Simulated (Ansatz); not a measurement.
# InO: the cost of one run

Method: DFT PBE+D3(BJ), scalar-relativistic, plane waves, PAW, in Ansatz 0.2.0.

### 1 The system as given

The structure is hexagonal, space group P-6m2 (No. 187). Conventional cell: a = 3.454 Å, b = 3.454 Å, c = 15.877 Å, α = 90.00°, β = 90.00°, γ = 120.00°. Around In (site symmetry 3m) lie 3 O at 2.15 Å. Around O (site symmetry 3m) lie 3 In at 2.15 Å.

Coordinates:

```
CELL_PARAMETERS angstrom
3.45361 0.00000 0.00000
-1.72681 2.99092 0.00000
0.00000 0.00000 15.87710
ATOMIC_POSITIONS crystal
In 0.66667 0.33333 0.59002
In 0.66667 0.33333 0.40998
O 0.00000 0.00000 0.63987
O 0.00000 0.00000 0.36013
```

Source of the structure: the Materials Project (structure only).

(A quick probe on a coarse mesh, which set the mesh and smearing, is not shown.)

### 3 Relaxing cell and atoms

Contents of input.yaml:

```yaml
crystal:
  lattice:
    - [3.4536138013, 0.0, 0.0]
    - [-1.7268069007, 2.9909172868, 0.0]
    - [0.0, 0.0, 15.8771]
  atoms:
    - { symbol: In, position: [0.66666667, 0.33333333, 0.590021] }
    - { symbol: In, position: [0.66666667, 0.33333333, 0.409979] }
    - { symbol: O, position: [0.0, 0.0, 0.639867] }
    - { symbol: O, position: [0.0, 0.0, 0.360133] }
basis:
  ecutwfc: 420
kpoints:
  mp_grid: { grid: [12, 12, 4] }
hamiltonian:
  xc: pbe
  dispersion: d3bj
scf:
  occupations: { method: gaussian, width: 0.02 }
output:
  forces: true
  stress: true
  eigenvalues: true
  write_density: true
  write_potential: true
  elf: true
  volumetric_format: npy
relax:
  adjacent_minimum: "off"
  f_tol: 0.005
  max_steps: 80
  cell: { stress_tol: 0.05 }
```

Launch:

```
$ ansatz run input.yaml --threads 1 --pin off --max-ram 2560MiB --backend cpu --events-out ev --progress --plain --runs-dir out
```

What time and memory should one allow on 1 thread of AMD EPYC 9R45 (Zen 5), shared host?

About 43 s, with a peak of 0.55 GiB.
